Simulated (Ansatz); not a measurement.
# AsGeH5: the cost of one run

Method: PBE0-D4/def2-TZVP structures, single points in def2-TZVPP, no counterpoise correction; program: Ansatz 0.2.0, Gaussian basis.

Levels: SPW92, PBE-D4, BLYP-D4, r2SCAN-D4, B97M-V, PBE0-D4, B3LYP-D4, r2SCAN0-D4, BHLYP-D4, CAM-B3LYP-D4, wB97X-V, wB97M-V, B2PLYP, PBE-QIDH, RPA on PBE, Hartree-Fock, MP2, CCSD, CCSD(T).

Cores are frozen in the correlated methods. Filled d shells of the heavier atoms are correlated. B3LYP uses VWN-RPA correlation. B2PLYP carries no dispersion term here.

94 further runs of the same task are left out: 94 set aside as unsound or not needed. Runs told in other sessions of the task aren't counted.

## (1) Where the work starts

The complex: 12 atoms, charge 0, spin multiplicity 1.

Atoms are counted from 1 here; the program's logs count them from 0.

Bond lengths: Ge1–H3 1.537 Å, Ge1–H4 1.537 Å, Ge1–H5 1.536 Å, Ge1–As7 2.426 Å, C2–H6 1.090 Å, C2–H8 1.090 Å, C2–H9 1.090 Å, C2–H10 1.090 Å, As7–H11 1.523 Å, As7–H12 1.523 Å. Angles: H3–Ge1–H4 108.8°, H3–Ge1–H5 109.3°, H3–Ge1–As7 108.1°, H4–Ge1–H5 109.3°, H4–Ge1–As7 108.1°, H5–Ge1–As7 113.1°, H6–C2–H8 109.6°, H6–C2–H9 109.4°, H6–C2–H10 109.4°, H8–C2–H9 109.5°, H8–C2–H10 109.5°, H9–C2–H10 109.4°, Ge1–As7–H11 92.4°, Ge1–As7–H12 92.4°, H11–As7–H12 92.0°.

As a file:

```xyz
12
CH9AsGe
Ge   -1.44414   -1.53504   -0.22121
C     0.83508    2.05417    0.64194
H    -2.48417   -1.55010   -1.35330
H    -1.79980   -2.63297    0.79443
H    -1.47401   -0.16765    0.47771
H     1.27533    1.14814    0.22648
As    0.71962   -2.06893   -1.17862
H     1.59352    2.83435    0.70133
H     0.44886    1.84552    1.63933
H     0.01935    2.38709    0.00062
H     1.45724   -1.62643    0.07818
H     0.85323   -0.68814   -1.80679
```

Its parts: GeAsH5 holds atoms 1, 3, 4, 5, 7, 11, 12; CH4 holds atoms 2, 6, 8, 9, 10. Each part counts its atoms afresh in its own runs.

## (2) Relaxing GeAsH5 alone

File relax-a/in.yaml:

```yaml
crystal:
  periodic: [false, false, false]
  atoms:
    - {symbol: Ge, position_ang: [-1.444139, -1.535044, -0.221205]}
    - {symbol: H, position_ang: [-2.484174, -1.550102, -1.353298]}
    - {symbol: H, position_ang: [-1.799800, -2.632973, 0.794429]}
    - {symbol: H, position_ang: [-1.474010, -0.167648, 0.477711]}
    - {symbol: As, position_ang: [0.719621, -2.068930, -1.178618]}
    - {symbol: H, position_ang: [1.457244, -1.626429, 0.078182]}
    - {symbol: H, position_ang: [0.853228, -0.688143, -1.806795]}
basis:
  gaussian: {orbitals: def2-TZVP}
hamiltonian: {xc: pbe0, dispersion: d4}
relax: {f_tol: 0.005, max_steps: 200}
```

The run is started by

```sh
> ansatz run in.yaml --threads 8 --pin off --events-out ev --progress --plain --max-ram 19148MiB
```

**Question.** How long does this run take on 8 threads of Arm Neoverse V2, shared host?

About 4.4 s.
